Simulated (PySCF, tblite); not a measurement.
# C₆H₆F₃O₂P: geometry, infrared bands and NMR shifts

Wanted: the infrared bands and NMR shifts of C₆H₆F₃O₂P (`C#CCP(C(=O)OC)C(F)(F)F`), by calculation.

Computed with tblite 0.8.0 and PySCF 2.14.0, with density-fitted response routines of our own, on a single molecule in the gas phase. Atoms count from 0, in the outputs and in this text.

## 1. The molecule as given

18 atoms, charge 0, multiplicity 1; geometry from: force field or distance geometry start.

Bonds of the start (Å): C0–C1 1.19, C1–C2 1.48, C2–P3 1.81, P3–C4 1.80, C4–O5 1.23, C4–O6 1.35, O6–C7 1.43, P3–C8 1.75, C8–F9 1.33, C8–F10 1.34, C8–F11 1.33, C0–H12 1.08, C2–H13 1.10, C2–H14 1.09, C7–H15 1.09, C7–H16 1.10, C7–H17 1.08.

## 2. Optimising the geometry with GFN2-xTB

What the job is given:

```
{"job": {"kind": "relax", "xc": "GFN2-xTB", "basis": "xTB"}, "charge": 0, "multiplicity": 1}
C     -3.964300     1.130000     0.475400
C     -2.832400     1.134100     0.104100
C     -1.421000     1.129500    -0.337600
P     -0.443600     0.049600     0.728900
C      1.188600     0.233300    -0.011200
O      1.311200     1.091400    -0.882600
O      2.186600    -0.555800     0.446000
C      3.459400    -0.331700    -0.166000
C     -0.791100    -1.519100     0.040200
F      0.009800    -2.391200     0.643000
F     -2.078300    -1.776500     0.313300
F     -0.577000    -1.447100    -1.271200
H     -4.993600     1.133400     0.809800
H     -1.043500     2.157300    -0.276400
H     -1.380900     0.850800    -1.393200
H      4.170500    -1.029200     0.284200
H      3.395600    -0.532700    -1.241600
H      3.795400     0.680300     0.016800
```

Command:

```sh
$ OMP_NUM_THREADS=1 python probes_run.py task.json out
```

This one command runs all jobs of the session in turn.

**Question.** This job is followed by: GFN2-xTB harmonic vibrations, gas phase; GIAO PBE0/pcSseg-1 NMR shielding, non-relativistic, gas phase. Predict these results of the whole session: strongest single infrared mode (GFN2-xTB); zero-point energy (GFN2-xTB); 13C shifts against TMS (PBE0/pcSseg-1); 1H shifts against TMS (PBE0/pcSseg-1, means over atoms taken as alike); 31P shifts against H3PO4 (PBE0/pcSseg-1); 17O shifts against H2O (PBE0/pcSseg-1); 19F shifts against CFCl3 (PBE0/pcSseg-1, means over atoms taken as alike).

The runs gave:

| quantity | value |
| --- | --- |
| strongest single infrared mode (GFN2-xTB) | 1774 cm⁻¹, 418 km/mol |
| zero-point energy (GFN2-xTB) | 68.8 kcal/mol |
| 13C shifts against TMS (PBE0/pcSseg-1) | 181.2, 140.8, 81.6, 78.6, 54.1, 16.4 ppm |
| 1H shifts against TMS (PBE0/pcSseg-1, means over atoms taken as alike) | 4.07, 3.20, 1.54 ppm |
| 31P shifts against H3PO4 (PBE0/pcSseg-1) | -15.8 ppm |
| 17O shifts against H2O (PBE0/pcSseg-1) | 461.8, 201.4 ppm |
| 19F shifts against CFCl3 (PBE0/pcSseg-1, means over atoms taken as alike) | -67.2 ppm |

Relaxing lowered the energy by 0.787 eV in 100 steps; the close pair that moved most is P3–C8, from 1.748 to 1.899 Å. No mode is imaginary among the 48: a minimum at this level. The strongest single mode, at 1774 cm⁻¹, moves mainly C4 and O5. Unscaled tight-binding wavenumbers are off by several per cent, some by more. Its intensities can rank the bands wrongly. H15, H16, H17 (mean) (hydrogen on a methyl carbon bonded to O) lies farthest downfield among hydrogen, at 4.07 ppm; its carbon carries O, an electronegative neighbour. At PBE0/pcSseg-1: The widest tensor belongs to O5: span 747 ppm, with a paramagnetic part of -529 ppm.
